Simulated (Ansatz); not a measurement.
NaFeO3 and its elements: a formation energy from the elements, run with the Ansatz DFT code, driven from Python.

`nafeo3.py`
```python
"""Is NaFeO3 bound against its elements, after relaxing cells and atoms."""

from collections import Counter
import warnings

import ansatz as az
import numpy as np

PHASES = {
    "NaFeO3": (
        [[3.83048, 0.0, 0.0], [0.0, 3.83048, 0.0], [0.0, 0.0, 3.83048]],
        [
            ("Na", [0.0, 0.0, 0.0]),
            ("Fe", [0.5, 0.5, 0.5]),
            ("O", [0.5, 0.5, 0.0]),
            ("O", [0.5, 0.0, 0.5]),
            ("O", [0.0, 0.5, 0.5]),
        ],
    ),
    "Na": (
        [[-2.141, 2.141, 2.141], [2.141, -2.141, 2.141], [2.141, 2.141, -2.141]],
        [
            ("Na", [0.0, 0.0, 0.0]),
        ],
    ),
    "Fe": (
        [[-1.443, 1.443, 1.443], [1.443, -1.443, 1.443], [1.443, 1.443, -1.443]],
        [
            ("Fe", [0.0, 0.0, 0.0]),
        ],
    ),
    "O2": (
        [[9.0, 0.0, 0.0], [0.0, 9.5, 0.0], [0.0, 0.0, 10.0]],
        [
            ("O", [0.5, 0.5, 0.4385]),
            ("O", [0.5, 0.5, 0.5615]),
        ],
    ),
}
MOMENTS = {"Fe": 3.5}  # parallel starting moments in muB


def build(vectors, sites):
    crystal = az.Crystal(lattice=az.Lattice.of(vectors))
    for symbol, position in sites:
        crystal = crystal.atom(symbol, position)
    return crystal

POLARISED = {"NaFeO3", "Fe", "O2"}

GASES = {"O2"}


def ground_state(name, crystal):
    calc = (
        crystal.calculation()
        .scf(tolerance=1e-07)
        .basis(550)
        .functional("lda")
        .kpoints(spacing=0.33)
        .occupations("gaussian", width=0.02)
        .stress()
    )
    if name in POLARISED:
        calc = calc.spin("collinear")
    if name in GASES:
        return calc.kpoints(1, 1, 1).relax(force_tolerance=0.01, max_steps=60).run(threads=1, backend="cpu")
    calc = calc.relax(force_tolerance=0.01, max_steps=60, cell=True)
    return calc.run(threads=1, backend="cpu")


def counts(outcome):
    return Counter(site.symbol for site in outcome.lattice.sites)

def formation_energy(outcome, mu):
    n = counts(outcome)
    return (outcome.report["energy_sigma0_ev"] - sum(k * mu[element] for element, k in n.items())) / sum(n.values())


def volume_per_atom(outcome):
    return abs(np.linalg.det(outcome.lattice.cell_ang)) / len(outcome.lattice.sites)

warnings.simplefilter("ignore", az.DeckWarning)

phases = {name: build(*cell) for name, cell in PHASES.items()}
for name in ["NaFeO3", "Fe"]:
    phases[name] = phases[name].moments({e: m for e, m in MOMENTS.items() if e in phases[name].species()})
phases["O2"] = phases["O2"].moments(O=1.0)

done = {}
for name, crystal in phases.items():
    done[name] = ground_state(name, crystal)
    print(f"{name}: {done[name].report['energy_sigma0_ev']:.4f} eV, {len(done[name].lattice.sites)} atoms")

# energy of one atom in its reference phase
references = {"Na": "Na", "Fe": "Fe", "O": "O2"}
mu = {element: done[name].report["energy_sigma0_ev"] / len(done[name].lattice.sites) for element, name in references.items()}

target = done["NaFeO3"]
heat = formation_energy(target, mu)
for element, value in mu.items():
    print(f"mu({element}) = {value:.4f} eV from {references[element]}, {volume_per_atom(done[references[element]]):.2f} A^3/atom")
print(f"formation energy of NaFeO3: {heat:.4f} eV/atom = {96.4853 * heat:.1f} kJ/mol of atoms")
# gas references are bare DFT energies, without zero-point or fitted corrections
```

Is NaFeO3 bound against its elements at this level, and by how much?

The formation energy is -1.461 eV an atom (-140.9 kJ per mole of atoms), so NaFeO3 lies below the reference phases.

What the script printed:

```console
$ python nafeo3.py
NaFeO3: -7550.9468 eV, 5 atoms
Na: -1466.6077 eV, 1 atoms
Fe: -4419.9455 eV, 1 atoms
--- The result so far, ahead of a search for a lower minimum behind the relaxation; the run's own can be another ---
--- Relaxed structure (4 steps of the walk, 4 accepted, 0 SCFs on fresh bases) ---
  F+E_penalty+E_count = -1104.72673129 eV   max|allowed force component| = 1.179e-3 eV/Å
  atoms:
    - { symbol: O, position: [0.5, 0.5, 0.4400185994501078] }
    - { symbol: O, position: [0.5, 0.5, 0.5599814005498923] }
O2: -1104.7267 eV, 2 atoms
mu(Na) = -1466.6077 eV from Na, 33.37 A^3/atom
mu(Fe) = -4419.9455 eV from Fe, 10.37 A^3/atom
mu(O) = -552.3634 eV from O2, 427.50 A^3/atom
formation energy of NaFeO3: -1.4607 eV/atom = -140.9 kJ/mol of atoms
```

Notes:
- Total energies depend on the potentials; only differences at equal settings carry meaning.
- Other magnetic orders than the one started from may lie lower.
- For the metals among these phases the mesh is modest: differences between phases can be off by up to 40 meV an atom.
- The program warned that this SCF threshold is loose for forces or stresses.
- Without a Hubbard U or exact exchange, semilocal functionals often make such 3d compounds metallic or too weakly gapped.
- The cells come from databases of deposited and of computed structures, and not all need be stable phases.
- The compound is the structure given, not necessarily its lowest; energies are at zero temperature, with no correction for gases. Magnetic phases start from parallel moments and may not end in their lowest magnetic state. A semilocal functional's error on such energies is often 0.05 to 0.1 eV an atom, and 0.1 to 0.3 eV against gases such as O2 or F2.
- The script silences the warnings on its input, which a real study should read.
- The whole script took 63 s on 1 thread of Arm Neoverse V1 (shared host), peak memory 0.81 GiB.

(Lines on the test bed's own set-up are left out of the output.)
